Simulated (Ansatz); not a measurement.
# YAlGe: straining the crystal, biaxial strain in the a-b plane

How does YAlGe answer biaxial strain in the a-b plane between -1.5 and +1.5 %? At each strain the length and tilt of c and the atoms relax, within the symmetry that is left.

Method: DFT r2SCAN, scalar-relativistic, plane waves, PAW, in Ansatz 0.2.0.

2 further runs of the same task are left out: 2 set aside as unsound or not needed.

### Step 1. Starting point

Symmetry: Cmcm, No. 63, orthorhombic system. Conventional cell: a = 4.033 Å, b = 10.465 Å, c = 5.762 Å, α = 90.00°, β = 90.00°, γ = 90.00°. Y (site symmetry m2m) has 5 Ge at 2.95 to 3.09 Å and 4 Al at 3.18 Å in its first shell of neighbours. Around Al (site symmetry 2/m) lie 4 Ge at 2.71 Å and 2 Al at 2.88 Å. Around Ge (site symmetry m2m) lie 4 Al at 2.71 Å and 5 Y at 2.95 to 3.09 Å.

Structure file:

```cif
data_structure
_symmetry_space_group_name_H-M 'Cmcm'
_symmetry_Int_Tables_number 63
_cell_length_a 4.0330
_cell_length_b 10.4654
_cell_length_c 5.7618
_cell_angle_alpha 90.000
_cell_angle_beta 90.000
_cell_angle_gamma 90.000
_cell_volume 243.19
loop_
_atom_site_label
_atom_site_type_symbol
_atom_site_symmetry_multiplicity
_atom_site_Wyckoff_symbol
_atom_site_fract_x
_atom_site_fract_y
_atom_site_fract_z
_atom_site_occupancy
Y1 Y 4 c 0.00000 0.30993 0.25000 1
Al1 Al 4 a 0.00000 0.00000 0.00000 1
Ge1 Ge 4 c 0.50000 0.10475 0.25000 1
```

### Step 2. Zero strain

The input, input.yaml:

```yaml
crystal:
  lattice:
    - [4.0329822527, 0.0, 0.0]
    - [0.0, 10.4654002835, 0.0]
    - [0.0, 0.0, 5.7617596766]
  atoms:
    - { symbol: "Y", position: [0.0, 0.3099316362, 0.25] }
    - { symbol: "Y", position: [0.5, 0.1900683638, 0.75] }
    - { symbol: "Y", position: [0.5, 0.8099316362, 0.25] }
    - { symbol: "Y", position: [0.0, 0.6900683638, 0.75] }
    - { symbol: Al, position: [0.0, 0.0, 0.0] }
    - { symbol: Al, position: [0.0, 0.0, 0.5] }
    - { symbol: Al, position: [0.5, 0.5, 0.0] }
    - { symbol: Al, position: [0.5, 0.5, 0.5] }
    - { symbol: Ge, position: [0.5, 0.1047452656, 0.25] }
    - { symbol: Ge, position: [0.0, 0.3952547344, 0.75] }
    - { symbol: Ge, position: [0.0, 0.6047452656, 0.25] }
    - { symbol: Ge, position: [0.5, 0.8952547344, 0.75] }
basis:
  ecutwfc: 500
kpoints:
  mp_grid: { grid: [10, 4, 6] }
hamiltonian:
  xc: r2scan
scf:
  occupations: { method: gaussian, width: 0.1 }
output:
  forces: true
  stress: true
  eigenvalues: true
```

Run with:

```sh
> ansatz run input.yaml --threads 1 --pin off --max-ram 2560MiB --backend cpu --events-out ev --progress --plain --runs-dir out
```

The session goes on with these runs: the cell strained by -1.5 %; strain +1.5 %.

**Question.** What will these runs give? Wanted: (1/V) d²E/dε², innermost pair; strain of the free axis c per applied strain.

As calculated:

```
                                    quantity                   value
                         largest energy cost  6.2 meV/atom at -1.5 %
               (1/V) d²E/dε², innermost pair                 415 GPa
strain of the free axis c per applied strain                   -0.38
```

The pair at ±1.5 % gives a curvature of 415 GPa, a rough value of twice the biaxial modulus; so few points cannot test it. The free axis c moves against the applied strain (factor -0.38).
